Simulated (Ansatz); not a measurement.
## Ta3N in Ansatz: the effect of functional

The system is Ta3N.

```
Ta N
1.0
     2.99124    0.00000    0.00000
    -1.49562    2.59049    0.00000
     0.00000    0.00000    7.42245
Ta N
3 1
Direct
  0.66667 0.33333 0.82607
  0.33333 0.66667 0.17393
  0.00000 0.00000 0.50000
  0.00000 0.00000 0.00000
```

The cell comes from a database or a generator and needn't be the stable form of this composition.

The cell isn't the ideal one: volume scaled by 0.96.

Alike in all runs:

```yaml
Program: Ansatz 0.2.0
Task: single point
Potentials_or_basis: Ansatz PAW
k_mesh: 10 × 10 × 4
Occupations: fermi-dirac, width 0.05 eV
Spin: no spin polarisation
```

```csv
functional,cutoff,pressure (GPa),largest force (eV/Å)
LDA,420 eV (not typed: the program's choice for these potentials),-3.4,0.27
r2SCAN,500 eV (not typed: the program's choice for these potentials),?,?
PBE,420 eV (not typed: the program's choice for these potentials),10.1,0.13
```

What does the run with functional r2SCAN give?

Pressure 7.0 GPa; largest force 0.19 eV/Å.

Caveats: the PAW data sets come from PBE, with cores solved anew for the run's functional, which leaves a small shift of forces and pressure (some runs).
